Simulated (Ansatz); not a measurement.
The system is Ta3AsAu2O13.

```xyz
19
Lattice="5.7239 0.0000 0.0000 1.2946 6.2567 0.0000 0.2682 1.3098 8.3664" Properties=species:S:1:pos:R:3 pbc="T T T"
Ta    1.7946    2.6749    4.8886
Ta    0.6021    2.0039    8.3542
Ta    4.2740    4.5494    4.2235
As    4.7442    6.6995    6.9482
Au    3.4894    0.8212    1.5572
Au    1.4391    5.7205    3.7383
O     4.8826    5.2937    5.9475
O     3.3158    1.7515    5.8251
O     6.2667    6.7584    7.6914
O     3.3530    6.6833    7.9189
O     4.5661    1.8700    0.2589
O     1.7214    1.5096    0.9266
O     0.9917    1.2312    4.1082
O     3.3694    3.0028    3.6393
O     0.8977    2.6990    6.5755
O     6.1537    3.9289    3.8188
O     4.0568    5.7863    2.9258
O     2.4286    4.7592    5.2267
O     6.5518    6.2513    1.8938
```

The cell was built by a generator and needn't be a form met in nature.

Base run:

| Property | Result |
| --- | --- |
| Program | Ansatz 0.2.0 |
| Functional | PBE |
| Potentials or basis | Ansatz PAW |
| Cutoff | 420 eV |
| Density cutoff | 1680 eV |
| k mesh | 5 × 5 × 4 |
| Occupations | fermi-dirac, width 0.05 eV |
| Spin | no spin polarisation |

Its results: band gap on the k mesh 1.30 eV, indirect (least direct gap 1.36 eV); pressure 0.0 GPa; largest force 0.012 eV/Å.

Question: The run is repeated on the same cell with these changes: functional from PBE to PBEsol. What comes out?

Answer: Band gap on the k mesh 1.26 eV, indirect (least direct gap 1.33 eV); pressure -4.5 GPa; largest force 0.450 eV/Å.

PBEsol binds more tightly than PBE, so the same cell stands under less pressure.

Caveats: spin-orbit coupling is left out, which moves the levels of the heavy elements; odd divisions of the mesh miss points on the zone boundary, where band edges often lie, so the gap on the mesh can be too wide (some runs); the PAW data sets come from PBE, with cores solved anew for the run's functional, which leaves a small shift of forces and pressure (some runs).

Not every run made on this cell is shown here.
